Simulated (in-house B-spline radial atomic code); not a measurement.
**Ir⁵⁹⁺: a scan of exact exchange under G0W0**

Question: is there a share of exact exchange at which G0W0 leaves the highest level of Ir⁵⁹⁺ where the start put it?

The numbers are computed with an in-house B-spline radial atomic code, version 1 (RPA, second order, AC-SOSEX and G0W0 (contour deformation) on a scalar-relativistic mean field, all electrons; no spin-orbit coupling, Breit or QED terms, no two-electron picture change), except any that are marked as measured or tabulated.

## 1. Starting point

* element: iridium (Z = 77)
* charge: +59
* electrons: 18
* configuration: [Ne] 3s2 3p6
* Hamiltonian: scalar-relativistic (spin-free one-electron X2C), finite nucleus
* shares of exact exchange: 0.00, 0.10, 0.20, 0.30, 0.40, 0.50, 0.60, 0.70, 0.80, 0.90, 1.00

Outer shells as boxes (Hund's rule):

Ir59+
```
[Ne] core
3s [↑↓]
3p [↑↓][↑↓][↑↓]
```

## 2. Run with 0 % exact exchange

Settings, as recorded:

```ini
Z = 77
electrons = 18.0
configuration = [Ne] 3s2 3p6
hamiltonian = x2c
method = pbeh
lmax = 9
exact_exchange_fraction = 0.0
rms_radius = 5.4032
spin_polarised = False
box_radius = 1.86
intervals = 59
```

Run with:

```
$ python run_gw.py task.json out
```

task.json lists these runs, among others, and the program works through them in turn.

Further steps of the session: Run with 10 % exact exchange; Run with 20 % exact exchange; Run with 30 % exact exchange; Run with 40 % exact exchange; Run with 50 % exact exchange; Run with 60 % exact exchange; Run with 70 % exact exchange; Run with 80 % exact exchange; Run with 90 % exact exchange; Run with 100 % exact exchange.

Before running it: what results should come out? Wanted: highest level, mean field; highest level, G0W0; RPA correlation energy; RPA+SOSEX.

The runs gave:

```
                                          quantity                                                              value
   highest level, mean field (range over the runs)                                            -6453.98 to -6388.03 eV
         highest level, G0W0 (range over the runs)                                            -6453.61 to -6453.51 eV
                            RPA correlation energy                                           -1.825 to -1.697 hartree
                                         RPA+SOSEX                                         -1.2103 to -1.1246 hartree
tabulated theoretical ionisation energy (3p shell)  6315.0 ± 7 eV (NIST Atomic Spectra Database, ionization energies)
               G0W0 removal energy less that value                                                            +139 eV
```

G0W0 turns a spread of 65.9 eV among the starts into one of 0.11 eV, 0.16 % of it. Without exact exchange the level is bound too weakly, and G0W0 lowers it by 65 eV. The correction changes sign near 99 % exact exchange, where the start's level already equals its G0W0 level. RPA gives the most correlation at 0 % exact exchange and the least at 100 % exact exchange (7.0 % apart); over the runs it loosely follows the gap of the start, as smaller excitation energies give more correlation. The tabulated theoretical ionisation energy is 6315.0 ± 7 eV. G0W0 is off by about +139 eV (+2.2 %) in every run shown, whatever the start. Without spin-orbit coupling the level is the average over j, while the tabulated threshold takes the electron from j = 3/2, which is bound less; that pushes the computed values up by a part of the shell's splitting. Spin-orbit coupling, which splits the 3p shell strongly in so heavy an element, is left out.
